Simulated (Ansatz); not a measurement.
# MnHg: relativity, spin-orbit coupling and the nucleus

Aim: hold the cell of MnHg and change the physics step by step: no relativity; spin-orbit coupling on; point nuclei; inner shells corrected to Dirac's equation.

Method: DFT, at the level named in each step, in Ansatz 0.2.0.

**1. The starting structure**

It takes space group P4/mmm (No. 123, tetragonal). Conventional cell: a = 3.288 Å, b = 3.288 Å, c = 3.313 Å, α = 90.00°, β = 90.00°, γ = 90.00°. Mn (site symmetry 4/mmm) is surrounded by 8 Hg at 2.85 Å. Hg (site symmetry 4/mmm) has 8 Mn at 2.85 Å as nearest neighbours.

Structure file:

```cif
data_structure
_symmetry_space_group_name_H-M 'P4/mmm'
_symmetry_Int_Tables_number 123
_cell_length_a 3.2880
_cell_length_b 3.2880
_cell_length_c 3.3130
_cell_angle_alpha 90.000
_cell_angle_beta 90.000
_cell_angle_gamma 90.000
_cell_volume 35.82
loop_
_atom_site_label
_atom_site_type_symbol
_atom_site_symmetry_multiplicity
_atom_site_Wyckoff_symbol
_atom_site_fract_x
_atom_site_fract_y
_atom_site_fract_z
_atom_site_occupancy
Mn1 Mn 1 d 0.50000 0.50000 0.50000 1
Hg1 Hg 1 a 0.00000 0.00000 0.00000 1
```

The file gives the conventional cell by its symmetry; the runs use the cell typed in the input.

The geometry is a database entry used as it stands. It may stem from high pressure or temperature, or be incomplete, so it serves as a test cell.

Atoms are numbered in the order of the input: Mn1, Hg2.

**2. No relativity, LAPW**

Input file input.yaml:

```yaml
crystal:
  lattice:
    - [3.288, 0.0, 0.0]
    - [0.0, 3.288, 0.0]
    - [0.0, 0.0, 3.313]
  atoms:
    - { symbol: Mn, position: [0.5, 0.5, 0.5], spin: 4.0 }
    - { symbol: Hg, position: [0.0, 0.0, 0.0] }
magnetization:
  spin_polarized: true
kpoints:
  mp_grid: { grid: [10, 10, 10] }
  band_path:
    path:
      - [0.0, 0.0, 0.0]
      - [0.0, 0.5, 0.0]
      - [0.5, 0.5, 0.0]
      - [0.0, 0.0, 0.0]
      - [0.0, 0.0, 0.5]
      - [0.0, 0.5, 0.5]
      - [0.5, 0.5, 0.5]
      - [0.0, 0.0, 0.5]
      - [0.0, 0.5, 0.0]
    npoints: 5
scf:
  occupations: { method: fermi_dirac, width: 0.05 }
hamiltonian:
  xc: pbe
  pseudopotentials:
    kind: all_electron
    lapw: { basis_error: 0.0005 }
    relativity: none
output:
  forces: true
  stress: true
  eigenvalues: true
```

**3. Spin-orbit coupling on, LAPW**

input.yaml: that of step 2 with these lines changed.

```diff
@@ -9,3 +9,4 @@
 magnetization:
-  spin_polarized: true
+  noncollinear: true
+  spin_orbit: true
 kpoints:
@@ -28,6 +29,3 @@
   xc: pbe
-  pseudopotentials:
-    kind: all_electron
-    lapw: { basis_error: 0.0005 }
-    relativity: none
+  pseudopotentials: { kind: all_electron, lapw: { basis_error: 0.0005 } }
 output:
```

**4. Spin-orbit coupling on, PAW**

input.yaml: that of step 3 with these lines changed.

```diff
@@ -29,3 +29,3 @@
   xc: pbe
-  pseudopotentials: { kind: all_electron, lapw: { basis_error: 0.0005 } }
+  pseudopotentials: { kind: paw_fr }
 output:
@@ -34 +34,2 @@
   eigenvalues: true
+  efg: { contact_densities: true }
```

**5. Point nuclei, LAPW**

Input file input.yaml:

```yaml
crystal:
  lattice:
    - [3.288, 0.0, 0.0]
    - [0.0, 3.288, 0.0]
    - [0.0, 0.0, 3.313]
  atoms:
    - { symbol: Mn, position: [0.5, 0.5, 0.5], spin: 4.0 }
    - { symbol: Hg, position: [0.0, 0.0, 0.0] }
magnetization:
  spin_polarized: true
kpoints:
  mp_grid: { grid: [10, 10, 10] }
scf:
  occupations: { method: fermi_dirac, width: 0.05 }
hamiltonian:
  xc: pbe
  pseudopotentials:
    kind: all_electron
    lapw: { basis_error: 0.0005 }
    nuclear_model: point
output:
  forces: true
  stress: true
  eigenvalues: true
```

**6. Point nuclei, crystal datasets**

input.yaml: that of step 5 with these lines changed.

```diff
@@ -16,6 +16,3 @@
   xc: pbe
-  pseudopotentials:
-    kind: all_electron
-    lapw: { basis_error: 0.0005 }
-    nuclear_model: point
+  pseudopotentials: { kind: all_electron, datasets: crystal, nuclear_model: point }
 output:
@@ -24 +21,2 @@
   eigenvalues: true
+  efg: { contact_densities: true }
```

**7. Inner shells corrected to Dirac's equation, LAPW**

input.yaml: that of step 6 with these lines changed.

```diff
@@ -16,3 +16,6 @@
   xc: pbe
-  pseudopotentials: { kind: all_electron, datasets: crystal, nuclear_model: point }
+  pseudopotentials:
+    kind: all_electron
+    lapw: { basis_error: 0.0005 }
+    dirac_shells: { Mn: ["2p"], Hg: ["4p", "4d"] }
 output:
@@ -21,2 +24 @@
   eigenvalues: true
-  efg: { contact_densities: true }
```

(Steps that only read results are left out.)

Before running it: what results should come out? Wanted: pressure, no relativity, LAPW; pressure, spin-orbit coupling on, LAPW; pressure, point nuclei, LAPW; pressure, inner shells corrected to Dirac's equation, LAPW.

As calculated:

| quantity | value |
| --- | --- |
| pressure, no relativity, LAPW | 11.89 GPa |
| pressure, spin-orbit coupling on, LAPW | 0.78 GPa |
| pressure, point nuclei, LAPW | 1.65 GPa |
| pressure, inner shells corrected to Dirac's equation, LAPW | 1.68 GPa |

What this shows: With spin-orbit coupling, PAW lies -0.02 GPa from LAPW in pressure. Other magnetic orders may lie lower; this is the state that the run reached. With one magnetic atom in the cell only ferromagnetic order fits; the real order can differ.
